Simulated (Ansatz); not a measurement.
**Cl2H2NSi radical: geometry and vibrations**

The task is to find a stationary geometry of Cl2H2NSi radical, then compute its harmonic vibrations to see whether it is a minimum and to get the zero-point energy and entropy.

Computed with Ansatz 0.2.0, Gaussian basis. Level: UKS PBE0-D4/def2-TZVP.

Plan: relaxation at PBE-D4/def2-SVP; relaxation at PBE0-D4/def2-TZVP; harmonic vibrations at the same level.

1 further run of the same task is left out (set aside as unsound or not needed).

**1. The starting structure**

SMILES `[NH][SiH](Cl)Cl`, 6 atoms, charge 0, spin multiplicity 2.

Atoms are counted from 1 here; the program's logs count them from 0.

Bond lengths: N1–Si2 1.790 Å, N1–H5 0.968 Å, Si2–Cl3 2.063 Å, Si2–Cl4 1.989 Å, Si2–H6 1.482 Å. Angles: Si2–N1–H5 107.8°, N1–Si2–Cl3 113.9°, N1–Si2–Cl4 109.2°, N1–Si2–H6 108.9°, Cl3–Si2–Cl4 106.5°, Cl3–Si2–H6 108.8°, Cl4–Si2–H6 109.5°.

Geometry (Å):

```
N     1.3417    0.0608   -0.6418
Si   -0.2544    0.1451    0.1640
Cl   -1.2925    1.8865   -0.2167
Cl   -1.3955   -1.3476   -0.4881
H     1.7030   -0.8240   -0.4907
H    -0.0601    0.0153    1.6270
```

The start is a force-field geometry with small random shifts, so a cheaper pass at PBE-D4/def2-SVP comes first.

**2. Optimising with PBE-D4/def2-SVP (cheap first pass)**

File in.yaml:

```yaml
crystal:
  periodic: [false, false, false]
  atoms:
    - {symbol: N, position_ang: [1.341700, 0.060800, -0.641800]}
    - {symbol: Si, position_ang: [-0.254400, 0.145100, 0.164000]}
    - {symbol: Cl, position_ang: [-1.292500, 1.886500, -0.216700]}
    - {symbol: Cl, position_ang: [-1.395500, -1.347600, -0.488100]}
    - {symbol: H, position_ang: [1.703000, -0.824000, -0.490700]}
    - {symbol: H, position_ang: [-0.060100, 0.015300, 1.627000]}
basis:
  gaussian: {orbitals: def2-SVP}
magnetization: {spin_polarized: true, initial_magnetization: 1}
hamiltonian: {xc: pbe, dispersion: d4}
relax: {f_tol: 0.03, max_steps: 200}
```

Output, cut to the lines that bear on the results:

```text
Functional definition: PBE
  name "PBE"
  cite "Perdew, Burke & Ernzerhof, Phys. Rev. Lett. 77, 3865 (1996) doi:10.1103/PhysRevLett.77.3865"
  parent pbe
[...]
874 factors; their error is unknown
[...]
mean field -34418.68898347 eV, -1264.8634903173 hartree, gradient 2.7e-5 eV, S^2 0.752474; 3 other end points of the search recorded, 0 dependent functions left out
[...]
reference -34418.68901102 eV, -1264.8634913296 hartree; 29, 28 occupied and 49, 50 virtual orbitals, 874 factors
relax step   1: F+E_penalty+E_count = -34418.86363382 eV  Δ(F+E_penalty+E_count) = +0.000e0 eV  max|allowed force component| = 3.558e0 eV/Å  Δτ_max = 0.0000 Å  (64 SCF iters, accepted)
[...]
relax step   5: F+E_penalty+E_count = -34419.11224299 eV  Δ(F+E_penalty+E_count) = -2.138e-3 eV  max|allowed force component| = 2.439e-1 eV/Å  Δτ_max = 0.0388 Å  (32 SCF iters, accepted)
[...]
relax step   9: F+E_penalty+E_count = -34419.14106195 eV  Δ(F+E_penalty+E_count) = -8.389e-3 eV  max|allowed force component| = 1.679e-1 eV/Å  Δτ_max = 0.1000 Å  (32 SCF iters, accepted)
[...]
relax step  13: F+E_penalty+E_count = -34419.15964268 eV  Δ(F+E_penalty+E_count) = -3.662e-3 eV  max|allowed force component| = 6.095e-1 eV/Å  Δτ_max = 0.1110 Å  (32 SCF iters, accepted)
[...]
relax step  17: F+E_penalty+E_count = -34419.17243202 eV  Δ(F+E_penalty+E_count) = +2.142e-4 eV  max|allowed force component| = 4.872e-1 eV/Å  Δτ_max = 0.0984 Å  (37 SCF iters, rejected (line search))
[...]
relax step  18: F+E_penalty+E_count = -34419.17978186 eV  Δ(F+E_penalty+E_count) = -7.136e-3 eV  max|allowed force component| = 2.978e-2 eV/Å  Δτ_max = 0.0492 Å  (32 SCF iters, accepted)
874 factors; their error is unknown
[...]
mean field -34419.00633987 eV, -1264.8751529497 hartree, gradient 2.0e-5 eV, S^2 0.752635; 4 other end points of the search recorded, 0 dependent functions left out
[...]
reference -34419.00636778 eV, -1264.8751539756 hartree; 29, 28 occupied and 49, 50 virtual orbitals, 874 factors
Total energy: -34419.17980977 eV, -1264.8815278512 hartree
Atom 0 at     1.439414    -0.115025    -0.173244 Å, force    -0.029782    -0.007847     0.017435 eV/Å
Atom 1 at    -0.235024     0.039148     0.329174 Å, force    -0.006620     0.002878    -0.001226 eV/Å
Atom 2 at    -0.914209     1.822467    -0.493599 Å, force     0.002570    -0.004656     0.000280 eV/Å
Atom 3 at    -1.396560    -1.548617    -0.341460 Å, force     0.004336     0.003335     0.003343 eV/Å
Atom 4 at     1.502636    -0.375776    -1.177485 Å, force     0.021541     0.004603    -0.020581 eV/Å
Atom 5 at    -0.354058     0.113903     1.810315 Å, force     0.007955     0.001688     0.000749 eV/Å
Dipole moment:     0.026947    -0.075240    -0.081823 e Å
```

Run time: 34 s. Hardware: 4 threads, shared host.

Relaxation path: (the energy doesn't fall at every step)

```
step  energy from step 1 (eV)  largest force component (eV/Å)
   1                   0.0000                          3.5580
   2                  -0.2226                          0.6488
   3                  -0.2434                          0.2563
   4                  -0.2465                          0.1376
   5                  -0.2486                          0.2439
   6                  -0.2611                          0.2390
   7                  -0.2570                          0.3893
   8                  -0.2690                          0.1619
   9                  -0.2774                          0.1679
  10                  -0.2698                          0.8706
  11                  -0.2849                          0.1241
  12                  -0.2923                          0.1387
  13                  -0.2960                          0.6095
  14                  -0.3060                          0.4581
  15                  -0.3055                          0.4281
  16                  -0.3090                          0.3060
  17                  -0.3088                          0.4872
  18                  -0.3161                          0.0298
```

Distances of close pairs at the start and the end, largest changes first:

```
   bond  before (Å)  after (Å)  change (Å)
Si2–Cl4       1.989      2.078      +0.090
  N1–H5       0.968      1.039      +0.072
 N1–Si2       1.790      1.755      -0.035
Si2–Cl3       2.063      2.078      +0.015
 Si2–H6       1.482      1.488      +0.006
```

**3. Optimising with PBE0-D4/def2-TZVP**

File in.yaml:

```yaml
crystal:
  periodic: [false, false, false]
  atoms:
    - {symbol: N, position_ang: [1.439414, -0.115025, -0.173244]}
    - {symbol: Si, position_ang: [-0.235024, 0.039148, 0.329174]}
    - {symbol: Cl, position_ang: [-0.914209, 1.822467, -0.493599]}
    - {symbol: Cl, position_ang: [-1.396560, -1.548617, -0.341460]}
    - {symbol: H, position_ang: [1.502636, -0.375776, -1.177485]}
    - {symbol: H, position_ang: [-0.354058, 0.113903, 1.810315]}
basis:
  gaussian: {orbitals: def2-TZVP}
magnetization: {spin_polarized: true, initial_magnetization: 1}
hamiltonian: {xc: pbe0, dispersion: d4}
relax: {f_tol: 0.005, max_steps: 150}
```

Output, cut to the lines that bear on the results:

```text
Functional definition: PBE0
  name "PBE0"
  cite "Adamo & Barone, J. Chem. Phys. 110, 6158 (1999) doi:10.1063/1.478522"
  cite "Perdew, Burke & Ernzerhof, Phys. Rev. Lett. 77, 3865 (1996) doi:10.1103/PhysRevLett.77.3865"
  parent pbe
[...]
1047 factors; their error is unknown
[...]
mean field -34435.41583035 eV, -1265.4781906020 hartree, gradient 2.9e-5 eV, S^2 0.753931; 2 other end points of the search recorded, 0 dependent functions left out
[...]
reference -34435.41585774 eV, -1265.4781916086 hartree; 29, 28 occupied and 125, 126 virtual orbitals, 1047 factors
relax step   1: F+E_penalty+E_count = -34435.56298125 eV  Δ(F+E_penalty+E_count) = +0.000e0 eV  max|allowed force component| = 5.829e-1 eV/Å  Δτ_max = 0.0000 Å  (49 SCF iters, accepted)
[...]
1047 factors; their error is unknown
[...]
mean field -34435.45595429 eV, -1265.4796651299 hartree, gradient 1.1e-5 eV, S^2 0.753803; 3 other end points of the search recorded, 0 dependent functions left out
[...]
reference -34435.45598161 eV, -1265.4796661336 hartree; 29, 28 occupied and 125, 126 virtual orbitals, 1047 factors
Total energy: -34435.60426212 eV, -1265.4851153419 hartree
Atom 0 at     1.403695    -0.215463    -0.163592 Å, force     0.000769    -0.000471    -0.001597 eV/Å
Atom 1 at    -0.240988     0.041944     0.320760 Å, force     0.001007    -0.000084     0.001041 eV/Å
Atom 2 at    -0.912260     1.791221    -0.492523 Å, force     0.000018     0.000325     0.000107 eV/Å
Atom 3 at    -1.382387    -1.527253    -0.317195 Å, force     0.000077    -0.000284     0.000137 eV/Å
Atom 4 at     1.520576    -0.288282    -1.176902 Å, force    -0.000807     0.000324     0.001128 eV/Å
Atom 5 at    -0.346437     0.133932     1.783153 Å, force    -0.001063     0.000189    -0.000816 eV/Å
Dipole moment:     0.032724    -0.010993    -0.103649 e Å
```

Run time: 45 s. Hardware: 4 threads, shared host; peak memory 0.49 GiB.

Relaxation path:

```
step  energy from step 1 (eV)  largest force component (eV/Å)
   1                   0.0000                          0.5829
   2                  -0.0364                          0.2661
   3                  -0.0394                          0.1336
   4                  -0.0399                          0.2475
   5                  -0.0411                          0.0251
   6                  -0.0412                          0.0094
   7                  -0.0413                          0.0016
```

Distances of close pairs at the start and the end, largest changes first:

```
   bond  before (Å)  after (Å)  change (Å)
Si2–Cl4       2.078      2.043      -0.036
Si2–Cl3       2.078      2.043      -0.036
 N1–Si2       1.755      1.734      -0.021
 Si2–H6       1.488      1.469      -0.019
  N1–H5       1.039      1.023      -0.017
```

Mulliken charges at the end point, from the run's report:

```
atom  value (e)
  N1      -0.37
 Si2       0.55
 Cl3      -0.21
 Cl4      -0.21
  H5       0.24
  H6       0.00
```

**4. Harmonic vibrations**

File in.yaml:

```yaml
crystal:
  periodic: [false, false, false]
  atoms:
    - {symbol: N, position_ang: [1.403695, -0.215463, -0.163592]}
    - {symbol: Si, position_ang: [-0.240988, 0.041944, 0.320760]}
    - {symbol: Cl, position_ang: [-0.912260, 1.791221, -0.492523]}
    - {symbol: Cl, position_ang: [-1.382387, -1.527253, -0.317195]}
    - {symbol: H, position_ang: [1.520576, -0.288282, -1.176902]}
    - {symbol: H, position_ang: [-0.346437, 0.133932, 1.783153]}
basis:
  gaussian: {orbitals: def2-TZVP}
magnetization: {spin_polarized: true, initial_magnetization: 1}
hamiltonian: {xc: pbe0, dispersion: d4}
phonons: {temperatures: {t_min: 298.15, t_max: 900, t_step: 200}}
```

Output, cut to the lines that bear on the results:

```text
Functional definition: PBE0
  name "PBE0"
  cite "Adamo & Barone, J. Chem. Phys. 110, 6158 (1999) doi:10.1063/1.478522"
  cite "Perdew, Burke & Ernzerhof, Phys. Rev. Lett. 77, 3865 (1996) doi:10.1103/PhysRevLett.77.3865"
  parent pbe
[...]
1047 factors; their error is unknown
[...]
mean field -34435.45595234 eV, -1265.4796650583 hartree, gradient 5.3e-5 eV, S^2 0.753803; 2 other end points of the search recorded, 0 dependent functions left out
[...]
reference -34435.45597974 eV, -1265.4796660649 hartree; 29, 28 occupied and 125, 126 virtual orbitals, 1047 factors
[...]
1047 factors; their error is unknown
[...]
mean field -34435.45591712 eV, -1265.4796637637 hartree, gradient 1.9e-6 eV, S^2 0.753803; 0 other end points of the search recorded, 0 dependent functions left out
[...]
reference -34435.45593224 eV, -1265.4796643196 hartree; 29, 28 occupied and 125, 126 virtual orbitals, 1047 factors
Total energy: -34435.60426026 eV, -1265.4851152736 hartree
Atom 0 at     1.403695    -0.215463    -0.163592 Å, force     0.000798    -0.000504    -0.001602 eV/Å
Atom 1 at    -0.240988     0.041944     0.320760 Å, force     0.001020    -0.000097     0.000956 eV/Å
Atom 2 at    -0.912260     1.791221    -0.492523 Å, force    -0.000036     0.000289     0.000132 eV/Å
Atom 3 at    -1.382387    -1.527253    -0.317195 Å, force     0.000079    -0.000192     0.000174 eV/Å
Atom 4 at     1.520576    -0.288282    -1.176902 Å, force    -0.000793     0.000328     0.001168 eV/Å
Atom 5 at    -0.346437     0.133932     1.783153 Å, force    -0.001067     0.000176    -0.000829 eV/Å
Dipole moment:     0.032726    -0.010993    -0.103650 e Å
Vibrations: 89.71 170.48 256.27 272.83 508.22 587.65 741.25 806.61 834.33 886.96 2312.97 3490.65 cm⁻¹, zero-point energy 0.679304 eV
```

Run time: 1.9 min. Hardware: 4 threads, shared host; peak memory 0.48 GiB.

Motions are named by where the mode's potential energy lies. Wavenumbers, unscaled:

```
mode  cm⁻¹                  motion
   1    90                    bend
   2   170                    bend
   3   256                 torsion
   4   273                    bend
   5   508           Si–Cl stretch
   6   588           Si–Cl stretch
   7   741                    bend
   8   807       bend with torsion
   9   834  bend with Si–N stretch
  10   887  bend with Si–N stretch
  11  2313            Si–H stretch
  12  3491             N–H stretch
```

Ideal gas, rigid rotor and harmonic oscillator at 298.15 K and 1 bar, with symmetry number 1:

```
                          term            value
             zero-point energy      65.5 kJ/mol
                    H(298) − E      83.3 kJ/mol
entropy, electronic degeneracy    5.8 J/(mol K)
          entropy, translation  168.0 J/(mol K)
             entropy, rotation  113.6 J/(mol K)
            entropy, vibration   47.1 J/(mol K)
                entropy, total  334.5 J/(mol K)
```

**5. Outcome**

```
                  quantity            value
               point group               Cs
                     steps           18 + 7
shift from the start (rms)          0.506 Å
              total energy   -34435.6043 eV
           dispersion term         -148 meV
             dipole moment           0.52 D
lowest, highest wavenumber    90, 3491 cm⁻¹
         zero-point energy      65.5 kJ/mol
       entropy at 298.15 K  334.5 J/(mol K)
```

**Reading.** The relaxed geometry lies 0.51 Å (rms) from the start; the bond that changed most is N1–Si2, from 1.790 to 1.734 Å. All wavenumbers are real, so the end point is a minimum. The stiffest mode, 3491 cm⁻¹, is an N–H stretch, and 2 modes under 200 cm⁻¹ make the vibrational entropy uncertain. Harmonic hybrid wavenumbers usually lie a few per cent above measured fundamentals. The largest Mulliken charge, +0.55 e, sits on Si2.
